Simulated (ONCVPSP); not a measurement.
# An ONCV potential for magnesium, from input to tests

Do these settings give a usable potential? It is generated, then checked for transferability, scattering, ghosts and hardness.

Program: ONCVPSP 4.0.1.1 (patched build). Reference atom: PBEsol, scalar-relativistic, spherical and spin-unpolarised. All values are calculated.

### Step 1. The atom and the settings

The settings as typed:

```
element                 : magnesium (Mg, Z = 12)
type                    : optimised norm-conserving Vanderbilt (ONCV)
frozen core             : [He]
valence charge          : 10
reference configuration : 2s2 2p6 3s2
partial waves           : 2s+3s: rc 1.00 bohr, ncon 3, nbas 7, qcut 9.4 1/bohr, 2 projectors; 2p: rc 0.65 bohr, ncon 3, nbas 7, qcut 25.7 1/bohr, 2 projectors, debl 0.5 Ha; d scattering state at 0.19 Ha: rc 0.85 bohr, ncon 4, nbas 9, qcut 12 1/bohr, 2 projectors, debl 1.9 Ha
local potential         : polynomial inside 0.55 bohr (lpopt 5, dvloc0 0 Ha)
core correction         : not asked for
```

An earlier all-electron run gives the scale for the radii.

All-electron outer shells of the reference configuration (PBEsol, scalar-relativistic, ld1.x):

```json
{"shell": "1s", "level (eV)": "-1256.64", "outermost node (bohr)": "–", "outermost maximum (bohr)": "0.09"}
{"shell": "2s", "level (eV)": "-79.59", "outermost node (bohr)": "0.18", "outermost maximum (bohr)": "0.55"}
{"shell": "2p", "level (eV)": "-46.55", "outermost node (bohr)": "–", "outermost maximum (bohr)": "0.48"}
{"shell": "3s", "level (eV)": "-4.68", "outermost node (bohr)": "0.90", "outermost maximum (bohr)": "2.56"}
{"shell": "3p", "level (eV)": "-1.30", "outermost node (bohr)": "0.96", "outermost maximum (bohr)": "3.50"}
```

### Step 2. Generating the potential

File Mg.dat:

```
# ATOM AND REFERENCE CONFIGURATION
# atsym  z   nc   nv     iexc    psfile
  Mg 12.00    1    3  -116133      upf
#
#   n    l    f
    1    0    2.00
    2    0    2.00
    2    1    6.00
    3    0    2.00
#
# PSEUDOPOTENTIAL AND OPTIMIZATION
# lmax
    2
#
#   l,   rc,      ep,       ncon, nbas, qcut
    0    1.00    0.00    3    7    9.40
    1    0.65    0.00    3    7   25.70
    2    0.85    0.19    4    9   12.00
#
# LOCAL POTENTIAL
# lloc, lpopt,  rc(5),   dvloc0
    4    5    0.55    0.00
#
# VANDERBILT-KLEINMAN-BYLANDER PROJECTORs
# l, nproj, debl
    0    2    1.00
    1    2    0.50
    2    2    1.90
#
# MODEL CORE CHARGE
# icmod, fcfact, rcfact
    0    0.00    0.00
#
# LOG DERIVATIVE ANALYSIS
# epsh1, epsh2, depsh
   -4.00    5.00    0.02
#
# OUTPUT GRID
# rlmax, drl
    6.00    0.01
#
# TEST CONFIGURATIONS
# ncnf
    4
# nvcnf
#   n    l    f
    3
    2    0    2.00
    2    1    6.00
    3    0    1.00
#
    3
    2    0    2.00
    2    1    6.00
    3    0    0.00
#
    3
    2    0    2.00
    2    1    6.00
    3    0    1.50
#
    3
    2    0    2.00
    2    1    5.00
    3    0    2.00
#
```

On the command line:

```
$ oncvpsp.x < Mg.dat > Mg.out
```

**Question.** What will these runs give? Wanted: cutoffs for 1 and 0.1 mHa per electron, occupied waves; bound ghosts; GHOST(+) flags; largest test error; largest phase difference near zero energy, channels read; projector energies reset by the program.

**Answer**, as computed:

```
                                                quantity                     value
  cutoffs for 1 and 0.1 mHa per electron, occupied waves         184 Ha and 222 Ha
                                            bound ghosts                none found
                                          GHOST(+) flags        none at low energy
                            largest test error (AE − PS)  +34 meV, for 2s2 2p5 3s2
largest phase difference near zero energy, channels read                 0.000 rad
                 projector energies reset by the program       p: -1.711, 0.250 Ha
```

In words: By total energies transferability is fair: the largest error is 34 meV on 58.5 eV, for 2s2 2p5 3s2. That test lies far up in energy; among those under 40 eV, nearer to bonding, the largest error is 0.4 meV. The potential is very hard: the looser tolerance needs 184 Ha. At the looser tolerance the 2p wave is the slowest; 2s needs 20 Ha. The program's ghost test flags no bound state. Near zero energy the phases of the channels with partial waves agree within 0.001 rad. These are tests on the free atom; a crystal test is still owed.
